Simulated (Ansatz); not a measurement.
Ge, space group P6_3/mmc, cell relaxations under several functionals

Program: the Python package of Ansatz (0.2.0).

Interactive session:
```pycon
>>> import warnings
>>> import ansatz as az
>>> from ase import Atoms
>>> import numpy as np
>>> def edges_and_angles(cell):
...     cell = np.asarray(cell)
...     a, b, c = np.linalg.norm(cell, axis=1)
...     cosines = cell[1] @ cell[2] / (b * c), cell[0] @ cell[2] / (a * c), cell[0] @ cell[1] / (a * b)
...     return (a, b, c, *np.degrees(np.arccos(cosines)))
...
>>> warnings.simplefilter("ignore", az.DeckWarning)
>>> atoms = Atoms(
...     ["Ge", "Ge", "Ge", "Ge"],
...     scaled_positions=[
...         [2 / 3, 1 / 3, 0.062901],
...         [1 / 3, 2 / 3, 0.562901],
...         [2 / 3, 1 / 3, 0.437099],
...         [1 / 3, 2 / 3, 0.937099],
...     ],
...     cell=[
...         [3.997586, 0.0, 0.0],
...         [-1.998793, 3.462011, 0.0],
...         [0.0, 0.0, 6.599378],
...     ],
...     pbc=True,
... )
>>> crystal = az.Crystal.from_ase(atoms)
>>> crystal.resolved().tree()["lattice"]
((3.997586, 0.0, 0.0), (-1.998793, 3.462011, 0.0), (0.0, 0.0, 6.599378))
>>> base = (
...     crystal.calculation()
...     .occupations(az.OccupationsMethod.FERMI_DIRAC, width=150 * az.meV)
...     .basis(510)
...     .kpoints(density=3.4)
...     .relax(cell=True, force_tolerance=0.005, max_steps=60)
... )
>>> levels = [("pbesol", "d3bj"), ("pbesol", "none"), ("blyp", "d3bj")]
>>> print("level            a       b       c    alpha   beta  gamma  V/atom  steps")
level            a       b       c    alpha   beta  gamma  V/atom  steps
>>> for name, dispersion in levels:
...     seen = []
...     run = base.functional(name, dispersion=dispersion).session().plan()
...     done = run.execute(on_event=lambda e: seen.append(e) if e["event"] == "relax_step" else None)
...     cell = done.lattice.cell_ang
...     label = name if dispersion == "none" else f"{name}+{dispersion}"
...     print("{:13s} {:7.4f} {:7.4f} {:7.4f} {:6.2f} {:6.2f} {:6.2f}".format(label, *edges_and_angles(cell)), f"{abs(np.linalg.det(cell)) / len(done.lattice.sites):7.3f} {len(seen):5d}")
...
pbesol+d3bj    3.9653  3.9653  6.5250  90.00  90.00 120.00  22.213     5
pbesol         4.0027  4.0027  6.5836  90.00  90.00 120.00  22.837     4
blyp+d3bj      4.0351  4.0351  6.6586  90.00  90.00 120.00  23.473     5
```

From smallest to largest: PBEsol+D3BJ (22.21 Å³ an atom, -2.7 % against the start), PBEsol (22.84 Å³ an atom, +0.0 % against the start) and BLYP+D3BJ (23.47 Å³ an atom, +2.8 % against the start). The spread is 5.7 % in volume.

Notes:
- BLYP and dispersion corrections can be off by several per cent in the lattices of metals, and by several GPa in the pressure at a fixed cell.
- This isn't the structure that Ge takes at ambient conditions.
- Finished in 63 s on 1 thread of Arm Neoverse V2, on a shared host, peak memory 0.48 GiB.
